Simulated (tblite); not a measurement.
# C4H12B2N2O: the cost of one run

Programs: tblite 0.8.0 and PySCF 2.14.0, with density-fitted response routines of our own. Each step states its level of theory. These are calculated values for one molecule in the gas phase, unless marked as measured. Atoms count from 0, in the outputs and in this text.

### 1 The starting structure

21 atoms, charge 0, multiplicity 1; geometry from: force field or distance geometry start.

Bonds of the start (Å): C0–B1 1.59, B1–O2 1.46, O2–B3 1.49, B3–N4 1.54, B3–N5 1.54, N5–C6 1.44, C6–C7 1.51, C7–C8 1.51, C8–C6 1.52, C0–H9 1.09, C0–H10 1.13, C0–H11 1.11, B1–H12 1.16, N4–H13 1.03, N4–H14 1.03, N5–H15 1.05, C6–H16 1.11, C7–H17 1.10, C7–H18 1.09, C8–H19 1.10, C8–H20 1.12.

### 2 Optimising the geometry with GFN2-xTB

What the job is given:

```
{"job": {"kind": "relax", "xc": "GFN2-xTB", "basis": "xTB"}, "charge": 0, "multiplicity": 1}
C      3.862500     0.305900     0.223600
B      2.510500     1.138700     0.210000
O      1.347300     0.462700     0.770000
B      0.371900     0.288400    -0.341600
N      0.406600    -1.066800    -1.069300
N     -1.037700     0.879900    -0.170900
C     -1.952800    -0.229900    -0.206100
C     -3.431000     0.033900    -0.058700
C     -2.639600    -0.477800     1.125000
H      4.662900     0.949400    -0.133000
H      3.739900    -0.590300    -0.451500
H      4.066500    -0.104100     1.232700
H      2.345400     1.981800    -0.575300
H      0.274000    -1.834800    -0.388500
H      1.218100    -1.164200    -1.689100
H     -1.166400     1.520000    -0.992300
H     -1.691600    -1.122400    -0.817800
H     -3.705400     1.093300    -0.154600
H     -4.080900    -0.683100    -0.569700
H     -2.440100     0.203900     1.958500
H     -2.669000    -1.567500     1.370500
```

Run with:

```bash
$ OMP_NUM_THREADS=1 python probes_run.py task.json out
```

This one command runs all jobs of the session in turn.

Q: Estimate the wall time and peak memory of this first job on 1 thread of Arm Neoverse N1, shared host.

About 2 s, with a peak of 0.18 GiB.
